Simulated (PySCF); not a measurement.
# F3H2OTb (Tb(F)3(H2O)): the cost of one run

The runs use PySCF 2.14.0; several levels, as the steps say, no spin–orbit coupling.

1 further run of the same task is left out (for a known fault of the program).

## 1. Where the work starts

7 atoms, charge 0, spin multiplicity 1.

Bond lengths: Tb1–F2 2.040 Å, Tb1–F3 2.035 Å, Tb1–F4 2.040 Å, Tb1–O5 2.425 Å, O5–H6 0.965 Å, O5–H7 0.965 Å. Angles: F2–Tb1–F3 116.0°, F2–Tb1–F4 118.7°, F2–Tb1–O5 99.4°, F3–Tb1–F4 116.0°, F3–Tb1–O5 102.2°, F4–Tb1–O5 99.4°, Tb1–O5–H6 126.5°, Tb1–O5–H7 126.5°, H6–O5–H7 106.9°.

Coordinates:

```csv
atom,x (Å),y (Å),z (Å)
Tb1,0.0818,-0.0873,0.0873
F2,1.0805,1.3587,1.1227
F3,-1.3054,-1.1405,1.1405
F4,1.0805,-1.1227,-1.3587
O5,-1.3020,1.3206,-1.3206
H6,-1.6344,2.2008,-1.1038
H7,-1.6344,1.1038,-2.2008
```

Formal oxidation states: Tb +3. Each metal's 8 4f electrons lie in its core potential, so multiplicities, spins and levels count the valence alone. An earlier session relaxed this geometry at PBE0, Tb lcecp-1-SVP with ECP54, F def2-SVP, O def2-SVP, H def2-SVP (singlet, point group Cs).

At PBE0 on the finer grid: E = -412.070997 Eh, HOMO -9.44 eV, LUMO -1.16 eV, Mulliken charge on Tb1 +1.21 e, largest force component 0.020 eV/Å. 

Levels to run: BP86; HF; PBE0, TZVP. Hardware: 2 threads of Arm Neoverse V2, shared host.

## 2. BP86

run.py (the lines that set the calculation) reads:

```python
mol = gto.M(atom='''
Tb     0.08182    -0.08729     0.08729
F      1.08051     1.35868     1.12274
F     -1.30541    -1.14051     1.14051
F      1.08051    -1.12274    -1.35868
O     -1.30201     1.32064    -1.32064
H     -1.63438     2.20076    -1.10379
H     -1.63438     1.10379    -2.20076''',
    basis={'Tb': 'lcecp-1-SVP', 'F': 'def2-SVP', 'O': 'def2-SVP', 'H': 'def2-SVP'},
    ecp={'Tb': 'lcecp-1-SVP'},
    charge=0, spin=0)
mf = dft.RKS(mol, xc='B88,P86')
mf.grids.atom_grid = (75, 302)  # f atoms: unpruned, at least (60, 302)
mf = mf.density_fit()  # fitting sets: Tb AutoAux, F def2-universal-JKFIT, O def2-universal-JKFIT, H def2-universal-JKFIT
mf.conv_tol = 1e-08; mf.max_cycle = 55
mf.kernel(dm0)  # dm0: the density of the relaxed state
```

On the command line:

```bash
$ OMP_NUM_THREADS=2 python run.py
```

**Question.** How long does this run take on 2 threads of Arm Neoverse V2, shared host?

About 6.3 s.
